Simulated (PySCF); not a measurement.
# dimethylethylborane (C4H11B): runs on many settings, part 2 of 2

PySCF 2.14.0. Atoms count from 0.

## 5. NMR shieldings: PBE0/def2-TZVP

Job settings and geometry (Å):

```
{"job": {"kind": "nmr", "xc": "PBE0", "basis": "def2-TZVP", "pop": false}, "charge": 0, "multiplicity": 1}
C      1.976514    -0.622159    -0.035222
C      0.979019     0.534424    -0.106826
B     -0.529393     0.219489     0.254065
C     -0.955001    -1.181966     0.836424
C     -1.621669     1.336514     0.028815
H      2.981426    -0.286938    -0.287169
H      1.698747    -1.409837    -0.731938
H      2.002301    -1.047452     0.965226
H      1.321496     1.327880     0.566889
H      1.031053     0.978439    -1.105802
H     -0.747317    -1.971996     0.115491
H     -0.372764    -1.434238     1.721332
H     -2.006913    -1.249496     1.102487
H     -2.387143     0.984237    -0.662119
H     -1.231415     2.273054    -0.362620
H     -2.146542     1.558990     0.957039
```

Method: GIAO PBE0/def2-TZVP NMR shielding, non-relativistic, gas phase.

Output:

```text
coarse grid: 12256 points
cycle   1  E = -183.6742798580  dE =  1.617e-01  |g| = 5.406e-01  |ddm| = 2.596e+00
cycle   2  E = -183.6586859456  dE =  1.559e-02  |g| = 5.954e-01  |ddm| = 1.017e+00
cycle   3  E = -183.7517377748  dE = -9.305e-02  |g| = 2.581e-02  |ddm| = 6.291e-01
cycle   4  E = -183.7518501893  dE = -1.124e-04  |g| = 1.657e-02  |ddm| = 3.198e-02
cycle   5  E = -183.7519196658  dE = -6.948e-05  |g| = 2.898e-03  |ddm| = 1.362e-02
cycle   6  E = -183.7519216047  dE = -1.939e-06  |g| = 6.635e-04  |ddm| = 2.378e-03
final grid: 115136 points
cycle   7  E = -183.7373809878  dE = -7.099e-05  |g| = 8.721e-03  |ddm| = 6.478e-02
cycle   8  E = -183.7373770719  dE =  3.916e-06  |g| = 9.496e-03  |ddm| = 1.501e-02
cycle   9  E = -183.7373996922  dE = -2.262e-05  |g| = 2.941e-04  |ddm| = 7.584e-03
cycle  10  E = -183.7373997091  dE = -1.694e-08  |g| = 1.587e-04  |ddm| = 3.832e-04
cycle  11  E = -183.7373997154  dE = -6.261e-09  |g| = 3.663e-05  |ddm| = 1.248e-04
cycle  12  E = -183.7373997157  dE = -3.174e-10  |g| = 6.263e-06  |ddm| = 2.805e-05
converged SCF energy = -183.7373997157

GIAO shielding tensors (ppm)
atom      isotropic    diamagn.    paramagn.     s11        s22        s33       span
  0 C      177.420     243.344     -65.923    170.332    174.944    186.984     16.652
  1 C      161.549     245.527     -83.978    139.053    169.219    176.376     37.323
  2 B       12.529     190.805    -178.276    -43.328    -38.611    119.525    162.853
  3 C      177.997     247.973     -69.976    157.726    186.001    190.263     32.537
  4 C      174.098     246.719     -72.621    154.930    177.226    190.138     35.207
  5 H       30.802      29.296       1.506     25.935     28.986     37.487     11.552
  6 H       30.974      30.441       0.532     27.324     29.371     36.227      8.903
  7 H       30.785      30.438       0.347     26.834     29.803     35.717      8.883
  8 H       30.616      31.038      -0.422     25.783     30.746     35.320      9.537
  9 H       30.317      31.525      -1.208     25.364     30.651     34.936      9.572
 10 H       31.284      30.863       0.421     26.749     31.035     36.067      9.318
 11 H       31.128      30.926       0.202     26.575     31.017     35.792      9.217
 12 H       30.965      31.060      -0.094     27.374     30.123     35.399      8.025
 13 H       31.194      30.068       1.127     27.649     29.996     35.938      8.288
 14 H       31.035      30.893       0.142     27.314     30.588     35.203      7.889
 15 H       31.188      30.007       1.181     27.549     29.979     36.035      8.486
```

Run time: 20 s. Hardware: 1 thread of Arm Neoverse V1, shared host; peak memory 0.87 GiB.

Key values: σ C1 161.5, C3 176.0, C0 177.4, B2 12.5, H8 30.47, H5 30.85 ppm (means over like atoms).

## 6. Excited states and response: PBE0/def2-SVPD

Settings changed since step 5:

```diff
@@ -1,2 +1,2 @@
-{"job": {"kind": "nmr", "xc": "PBE0", "basis": "def2-TZVP", "pop": false}, "charge": 0, "multiplicity": 1}
+{"job": {"kind": "uv", "xc": "PBE0", "basis": "def2-SVPD", "nstates": 1, "ntriplets": 0, "tda": false, "scf": {"aux": "def2-qzvpp-jkfit", "guess": "atom"}}, "charge": 0, "multiplicity": 1}
 C      1.976514    -0.622159    -0.035222
```

With the program's defaults for keys left out, this is: TDDFT PBE0/def2-SVPD, vertical, gas phase, core orbitals frozen in the response.

Output:

```text
final grid: 115136 points
cycle   1  E = -183.1609991273  dE =  1.223e+00  |g| = 1.217e+00  |ddm| = 5.928e+00
cycle   2  E = -183.0497700000  dE =  1.112e-01  |g| = 1.323e+00  |ddm| = 3.624e+00
cycle   3  E = -183.5493028601  dE = -4.995e-01  |g| = 8.498e-02  |ddm| = 1.981e+00
cycle   4  E = -183.5509982402  dE = -1.695e-03  |g| = 4.117e-02  |ddm| = 1.856e-01
cycle   5  E = -183.5514486493  dE = -4.504e-04  |g| = 6.327e-03  |ddm| = 6.298e-02
cycle   6  E = -183.5514577970  dE = -9.148e-06  |g| = 2.123e-03  |ddm| = 1.249e-02
cycle   7  E = -183.5514589688  dE = -1.172e-06  |g| = 4.310e-04  |ddm| = 3.767e-03
cycle   8  E = -183.5514590202  dE = -5.134e-08  |g| = 4.980e-05  |ddm| = 1.003e-03
cycle   9  E = -183.5514590208  dE = -6.069e-10  |g| = 2.442e-05  |ddm| = 1.369e-04
converged SCF energy = -183.5514590208

Static polarisability (au): isotropic 64.023, principal 53.726 66.151 72.194

Singlet excitations
state   eV       nm        f      main configurations
  1   6.1179    202.7   0.00003   H->L 0.98
```

It took 13 s on 1 thread of Arm Neoverse V1, shared host; peak memory 0.76 GiB.

This run: HOMO -8.15 eV, LUMO -0.23 eV; lowest singlet 6.12 eV.

## 7. Comparing the runs: NMR shifts

Shifts (ppm), means over like atoms, with basis size and wall time:

```tsv
run	C1	C3	C0	H8	H5	H10	functions	time
PBE0/pcSseg-1	27.5	14.2	11.8	1.39	1.09	0.88	140	12 s
PBE0/def2-TZVP	27.7	13.2	11.8	1.48	1.09	0.81	221	20 s
```

## 8. Results

This closing draws on all 2 parts.

```
                                                               quantity                        value
13C shifts against TMS (PBE0/pcSseg-1, means over atoms taken as alike)         27.5, 14.2, 11.8 ppm
 1H shifts against TMS (PBE0/pcSseg-1, means over atoms taken as alike)         1.39, 1.09, 0.88 ppm
                            11B shifts against BF3·OEt2 (PBE0/pcSseg-1)                     91.3 ppm
                                        lowest singlet (PBE0/def2-SVPD)  6.12 eV (203 nm), f = 0.000
                               brightest single state of those computed  state 5, 8.13 eV, f = 0.058
                                                         lowest triplet                      5.56 eV
                          largest coupling of the table (wB97X/IGLO-II)      1J(C,H) C0–H5, 108.1 Hz
                                               range of the shift of C3             13.2 to 14.2 ppm
```

What this shows: Single values in the summary come from the first run of each kind that ended normally (PBE0/pcSseg-1; PBE0/def2-SVPD; wB97X/IGLO-II), which need not be the best level. At PBE0/pcSseg-1: The largest span, 167 ppm, is at B2, where the paramagnetic term is -179 ppm. The lowest singlet, at 6.12 eV, is HOMO→LUMO 0.98 and is dark; of the 6 states computed, the strongest absorption comes from state 5 at 8.13 eV. The lowest triplet lies 0.56 eV below the lowest singlet (triplets in Tamm-Dancoff, singlets in full TDDFT). Of the pairs tabulated at wB97X/IGLO-II, C0–H5 (mean over like pairs) couples most strongly (108.1 Hz; Fermi contact 106.4 Hz). Couplings across rotatable bonds belong to this one conformer; where others are populated, the observed values are averages. Among the atoms with a shift in every run: In ppm, C3 (with its like atoms) moves most: its shift spreads over 1.1 ppm, from 13.2 (PBE0/def2-TZVP) to 14.2 (PBE0/pcSseg-1).
